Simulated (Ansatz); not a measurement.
# CH₄FMoNO₂: up Jacob's ladder to CCSD(T)

An exercise on one series of results from a longer session: the logs are not shown, and one member is left open.

Program: Ansatz 0.2.0, Gaussian basis. Level of theory: functionals in def2-TZVPP, the program's frozen cores in correlated methods. These are calculated values, not measurements.

Plan: LDA (SPW92), PBE-D4, revPBE-D4, BLYP-D4, r2SCAN-D4, B97M-V, PBE0-D4, B3LYP-D4, r2SCANh-D4, r2SCAN0-D4, HSE06-D4, BHLYP-D4, CAM-B3LYP-D4, LC-ωPBE, ωB97X-V, ωB97M-V, B2PLYP, PBE-QIDH; CCSD(T)/def2-SVP; CCSD(T)/def2-TZVPP; MP2/def2-QZVPP; extrapolation to the limit; RPA on PBE.

## The relaxed structure

All runs share one geometry, relaxed beforehand with PBE0-D4 in a triple-zeta def2 set. Mo takes the def2 core potential; no spin-orbit term is included.

SMILES `C[N]=[Mo](=[O])([OH])[F]`, 10 atoms, charge 0, spin multiplicity 1.

Atoms are counted from 1 here; the program's logs count them from 0.

Bond lengths: C1–N2 1.420 Å, C1–H7 1.096 Å, C1–H8 1.094 Å, C1–H9 1.095 Å, N2–Mo3 1.718 Å, Mo3–O4 1.676 Å, Mo3–O5 1.877 Å, Mo3–F6 1.863 Å, O5–H10 0.959 Å. Angles: N2–C1–H7 111.3°, N2–C1–H8 109.9°, N2–C1–H9 109.9°, H7–C1–H8 109.0°, H7–C1–H9 108.9°, H8–C1–H9 107.8°, C1–N2–Mo3 150.8°, N2–Mo3–O4 106.8°, N2–Mo3–O5 108.3°, N2–Mo3–F6 108.0°, O4–Mo3–O5 110.1°, O4–Mo3–F6 111.4°, O5–Mo3–F6 112.0°, Mo3–O5–H10 123.4°.

The first run:

in.yaml reads:

```yaml
crystal:
  periodic: [false, false, false]
  atoms:
    - {symbol: C, position_ang: [-1.218873, -0.832699, -0.947866]}
    - {symbol: N, position_ang: [-0.473146, 0.073728, -0.148973]}
    - {symbol: Mo, position_ang: [0.739904, 0.388344, 1.025890]}
    - {symbol: O, position_ang: [1.421035, -1.089025, 1.428491]}
    - {symbol: O, position_ang: [2.035230, 1.505992, 0.252836]}
    - {symbol: F, position_ang: [-0.077940, 1.184631, 2.497721]}
    - {symbol: H, position_ang: [-0.867632, -1.862365, -0.815675]}
    - {symbol: H, position_ang: [-2.278579, -0.780391, -0.679405]}
    - {symbol: H, position_ang: [-1.127462, -0.560467, -2.004231]}
    - {symbol: H, position_ang: [1.930560, 1.921050, -0.605888]}
basis:
  gaussian: {orbitals: def2-TZVPP}
hamiltonian: {xc: lda}
output: {orbitals: {seedname: orbitals}}
```

Started as:

```sh
ansatz run in.yaml --threads 8 --pin off --events-out ev --progress --plain --max-ram 18278MiB
```

Among the steps run: LDA; PBE-D4 (GGA); revPBE-D4 (GGA); BLYP-D4 (GGA); r2SCAN-D4 (meta-GGA); B97M-V (meta-GGA); B3LYP-D4 (hybrid); r2SCANh-D4 (hybrid); r2SCAN0-D4 (hybrid); HSE06-D4 (hybrid); BHLYP-D4 (hybrid); CAM-B3LYP-D4 (range-separated); LC-ωPBE (range-separated); ωB97X-V (range-separated); ωB97M-V (range-separated); B2PLYP (double hybrid); PBE-QIDH (double hybrid).

One of the session's tables, all rows but one given; the rest of the session is left out.

It belongs to the step «Frontier levels by functional». 

```
  functional  HOMO (eV)  LUMO (eV)  gap (eV)
 LDA (SPW92)      -6.76      -2.76      4.00
      PBE-D4      -6.57      -2.53      4.05
   revPBE-D4      -6.50      -2.43      4.06
     BLYP-D4      -6.48      -2.46      4.02
   r2SCAN-D4      -6.87      -2.49      4.37
      B97M-V      -6.94      -2.47      4.47
     PBE0-D4      -7.98      -1.80      6.19
    B3LYP-D4      -7.77      -2.05      5.72
  r2SCANh-D4      -7.40      -2.21      5.18
  r2SCAN0-D4      -8.19      -1.78      6.41
    HSE06-D4      -7.58      -2.17      5.41
    BHLYP-D4          ?          ?         ?
CAM-B3LYP-D4      -9.37      -0.75      8.62
     LC-ωPBE     -10.64       0.44     11.07
     ωB97X-V     -10.31       0.37     10.68
     ωB97M-V     -10.24       0.32     10.56
```

Q: Estimate the row for BHLYP-D4 from the others.

Worked estimate for «HOMO (eV)». Against the share of exact exchange, BLYP-D4 (0, -6.48), B3LYP-D4 (0.2, -7.77) give a slope of -6.45 per unit share; at 0.5 the line stands at -9.70.

The run gave: HOMO (eV): -9.33; LUMO (eV): -0.94; gap (eV): 8.39. In «HOMO (eV)» the line misses by -0.37.
